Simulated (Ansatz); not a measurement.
The system is Cd2S.

```
Cd S
1.0
     3.96267    0.00000    0.00000
    -1.98134    3.43177    0.00000
     0.00000    0.00000    5.80919
Cd S
2 1
Direct
  0.33333 0.66667 0.93272
  0.66667 0.33333 0.57873
  0.33333 0.66667 0.36571
```

The cell comes from a database or a generator and needn't be the stable form of this composition.

```yaml
Program: Ansatz 0.2.0
Task: relaxation of cell and atoms
Functional: HSE06
Potentials_or_basis: Ansatz PAW
Cutoff: "420 eV (not typed: the program's choice for these potentials)"
k_mesh: 6 × 6 × 4
Occupations: fermi-dirac, width 0.05 eV
Spin: no spin polarisation
```

At the start: volume 26.33 Å³/atom.

Question: Where does the relaxation end?

Answer: It ends after 5 steps and the volume is 25.64 Å³/atom (-2.6 %); space group P3m1 (No. 156, to 0.05 Å).

Step by step:
```csv
step,energy change (eV),largest force (eV/Å),volume (Å³)
1,0.0000,0.2417,79.00
2,-0.0145,0.0666,77.09
3,-0.0154,0.0221,76.74
4,-0.0153,0.0006,76.91
5,-0.0135,0.0005,76.91
```

Final structure:
```xyz
3
Lattice="3.9070 0.0000 0.0000 -1.9535 3.3836 0.0000 0.0000 0.0000 5.8181" Properties=species:S:1:pos:R:3 pbc="T T T"
Cd    0.0000    2.2557    5.4526
Cd    1.9535    1.1279    3.3455
S     0.0000    2.2557    2.1234
```

Caveat: the plane-wave basis is chosen anew once the cell has moved, so the energies of steps on either side of that aren't comparable; the PAW data sets come from PBE, with cores solved anew for the run's functional, which leaves a small shift of forces and pressure.
